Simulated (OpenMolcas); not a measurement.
# W⁴⁺ among point charges: CASSCF and CASPT2 levels and susceptibility

Aim: the splitting of the states of W⁴⁺ in the field of 6 point charges, its lowest levels with spin-orbit coupling and its magnetic susceptibility.

The numbers are computed with OpenMolcas 26.06 (state-averaged CASSCF and CASPT2, spin-orbit coupling by RASSI with atomic mean-field integrals), except any that are marked as measured or tabulated.

### 1 Starting point

```
Species                           : W⁴⁺ (tungsten, Z = 74, 70 electrons)
Basis                             : ANO-RCC-VTZP [8s7p5d3f2g1h], 104 functions
Scalar Hamiltonian                : DKH2, point nucleus
Inactive shells                   : 1s 2s 2p 3s 3p 3d 4s 4p 4d 4f 5s 5p
Active space                      : 2 electrons in 5 orbitals (5d)
Some configurations of this space : 5d2
Orbitals                          : optimised for each spin and parity, averaged over all roots
```

The outer shells:

5d2
```
5d [↑ ][↑ ][  ][  ][  ]
```

The ion sits among 6 point charges of -1.7 e arranged as an octahedron (Oh), 2.04 Å from the ion.

The work runs as a chain of OpenMolcas steps in one folder; each step below is one input file. Labels, J, g values, rates, χT and fits are worked out afterwards by a script from the matrices that RASSI stores. The input lists half of the charges; inversion (Group=XYZ) makes the rest.

### 2 One- and two-electron integrals

a.inp

```
&GATEWAY
Coord
1

W 0.0 0.0 0.0
Basis=ANO-RCC-VTZP
Group=XYZ
NoMove
AngMom=0.0 0.0 0.0
AMFI
XField
3 Angstrom 0
2.040000 0.000000 0.000000 -1.700000
0.000000 2.040000 0.000000 -1.700000
0.000000 0.000000 2.040000 -1.700000
&SEWARD
```

### 3 CASSCF: triplets of even parity, 10 roots

a.inp

```
&RASSCF
FileOrb=start.orb
Symmetry=1
Spin=3
nActEl=2 0 0
Inactive=15 19
Ras2=5 0
CIRoot=10 10 1
SDav=10
CIMx=300
Iter=120 100
PrWF=0.3
OrbListing=Nothing
MaxOrb=0
>>> COPY $Project.JobIph JOB001
```

start.orb holds the contracted functions of the basis, ordered by shell, or the orbitals of the step before.

### 4 CASSCF: singlets of even parity, 15 roots

a.inp

```
&RASSCF
FileOrb=start.orb
Symmetry=1
Spin=1
nActEl=2 0 0
Inactive=15 19
Ras2=5 0
CIRoot=15 15 1
SDav=15
CIMx=300
Iter=120 100
PrWF=0.3
OrbListing=Nothing
MaxOrb=0
>>> COPY $Project.JobIph JOB002
```

### 5 State interaction with spin-orbit coupling

a.inp

```
&RASSI
NrOfJobIphs=2 10 15
1 2 3 4 5 6 7 8 9 10
1 2 3 4 5 6 7 8 9 10 11 12 13 14 15
IphNames
JOB001
JOB002
EJob
SpinOrbit
DIPRint=1.0
SOCoupling=1000.0
Subsets=2
Property=9
'ANGMOM' 1 'ANGMOM' 2 'ANGMOM' 3 'MLTPL  1' 1 'MLTPL  1' 2 'MLTPL  1' 3
'AMFI' 1 'AMFI' 2 'AMFI' 3
SOProperty=3
'ANGMOM' 1 'ANGMOM' 2 'ANGMOM' 3
```

### 6 CASPT2: IPEA 0.25, imaginary shift 0.1 (closed shells correlated: 4f 5s 5p)

a.inp

```
>>> COPY JOB001 $Project.JobIph
&CASPT2
Multistate=10 1 2 3 4 5 6 7 8 9 10
NoMult
Frozen=14 9
IPEA=0.25
Imaginary=0.1
MaxIter=60
WThr=0.0 0.3 0.05
PrWF=0.5
NoMix
>>> COPY JOB002 $Project.JobIph
&CASPT2
Multistate=15 1 2 3 4 5 6 7 8 9 10 11 12 13 14 15
NoMult
Frozen=14 9
IPEA=0.25
Imaginary=0.1
MaxIter=60
WThr=0.0 0.3 0.05
PrWF=0.5
NoMix
```

(Steps that only read results are left out.)

**Question.** What will these runs give? Wanted: spin-free ground state; first state of the same spin within the active space; lowest level; next level.

The runs gave:

| quantity | value |
| --- | --- |
| method | SS-CASPT2, IPEA 0.25, imaginary shift 0.1 (closed shells correlated: 4f 5s 5p) |
| spin-free ground state | 3T1, 3-fold in its orbital part |
| first state of the same spin within the active space | 3T2 at 10200 cm⁻¹ |
| lowest level | 2-fold E, g = 0.00, 0.00, 0.00 |
| next level | 819.5 cm⁻¹ |
| χT at 300 K | 0.06 cm³ K/mol |
| effective moment at 300 K | 0.68 μB |

Cost by method:

```
                                                 method  time of its own steps  time with the reference
                                              A. CASSCF                  8.1 s                    8.1 s
B. SS-CASPT2, IPEA 0.25, imaginary shift 0.1, +4f 5s 5p                   13 s                     21 s
```

Times are of one thread on a shared host.

What this shows: The spin-free ground state (3T1) comes to 95 % from free-ion F terms and keeps the highest spin of the shell. χT at 300 K is 0.06, against 1.00 cm³ K/mol for the spin alone, so spin-orbit coupling lowers it. A ligand-field fit to the states below 45000 cm-1 gives 10Dq = 11915 cm-1, B = 684 cm-1 and C = 2636 cm-1 (C/B = 3.85), with a deviation of 252 cm-1. CASPT2 does not keep the components of a term degenerate, and the means are used. The field of point charges can differ much from that of real complexes. This is an electrostatic model: the charges have no orbitals.
